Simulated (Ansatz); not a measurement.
# BrFHSi radical: one species, many methods

The task here is to estimate one member of a computed series from the others.

Method: functionals in def2-TZVPP, the program's frozen cores in correlated methods; program: Ansatz 0.2.0, Gaussian basis.

The runs, in order: LDA (SPW92), PBE-D4, revPBE-D4, BLYP-D4, r2SCAN-D4, B97M-V, PBE0-D4, B3LYP-D4, r2SCANh-D4, r2SCAN0-D4, HSE06-D4, BHLYP-D4, CAM-B3LYP-D4, LC-ωPBE, ωB97X-V, ωB97M-V, B2PLYP, PBE-QIDH; CCSD(T)/def2-SVP; CCSD(T)/def2-TZVPP; MP2/def2-QZVPP; extrapolation to the limit; RPA on PBE.

## The relaxed structure

An earlier PBE0-D4 in a triple-zeta def2 set relaxation fixed the geometry.

SMILES `F[SiH]Br`, 4 atoms, charge 0, spin multiplicity 2.

Atoms are counted from 1 here; the program's logs count them from 0.

Bond lengths: F1–Si2 1.596 Å, Si2–Br3 2.211 Å, Si2–H4 1.491 Å. Angles: F1–Si2–Br3 108.9°, F1–Si2–H4 107.1°, Br3–Si2–H4 108.5°.

Set-up of the first run:

Contents of in.yaml:

```yaml
crystal:
  periodic: [false, false, false]
  atoms:
    - {symbol: F, position_ang: [-1.077513, -0.285429, 1.078260]}
    - {symbol: Si, position_ang: [-0.289773, -0.254662, -0.309788]}
    - {symbol: Br, position_ang: [1.852229, -0.643657, 0.073702]}
    - {symbol: H, position_ang: [-0.429443, 1.123449, -0.862475]}
basis:
  gaussian: {orbitals: def2-TZVPP}
magnetization: {spin_polarized: true, initial_magnetization: 1}
hamiltonian: {xc: lda}
output: {orbitals: {seedname: orbitals}}
```

Steps of the session up to this table: LDA; PBE-D4 (GGA); revPBE-D4 (GGA); BLYP-D4 (GGA); r2SCAN-D4 (meta-GGA); B97M-V (meta-GGA); PBE0-D4 (hybrid); B3LYP-D4 (hybrid); r2SCANh-D4 (hybrid); r2SCAN0-D4 (hybrid); HSE06-D4 (hybrid); BHLYP-D4 (hybrid); CAM-B3LYP-D4 (range-separated); LC-ωPBE-D4 (range-separated; the results give it without D4); ωB97X-V (range-separated); ωB97M-V (range-separated); B2PLYP (double hybrid); PBE-QIDH (double hybrid).

One of the session's tables, all rows but one given; the rest of the session is left out.

It belongs to the step «Orbital energies across the functionals». 

```
  functional  HOMO (eV)  LUMO (eV)  gap (eV)
 LDA (SPW92)      -5.57      -4.35      1.22
      PBE-D4      -5.59      -3.91      1.68
   revPBE-D4          ?          ?         ?
     BLYP-D4      -5.40      -3.97      1.44
   r2SCAN-D4      -5.99      -3.44      2.54
      B97M-V      -5.69      -4.08      1.61
     PBE0-D4      -6.82      -3.02      3.80
    B3LYP-D4      -6.54      -3.45      3.10
  r2SCANh-D4      -6.43      -3.15      3.28
  r2SCAN0-D4      -7.10      -2.73      4.38
    HSE06-D4      -6.42      -3.41      3.02
    BHLYP-D4      -7.88      -2.27      5.60
CAM-B3LYP-D4      -8.07      -2.17      5.90
     LC-ωPBE      -9.49      -0.70      8.79
     ωB97X-V      -8.98      -1.28      7.70
     ωB97M-V      -8.60      -1.42      7.18
```

Q: Estimate the row for revPBE-D4 from the others.

**Answer.** HOMO (eV): -5.58; LUMO (eV): -3.76; gap (eV): 1.81. In the column «HOMO (eV)» it lies between PBE-D4 (-5.59) and LDA (SPW92) (-5.57).
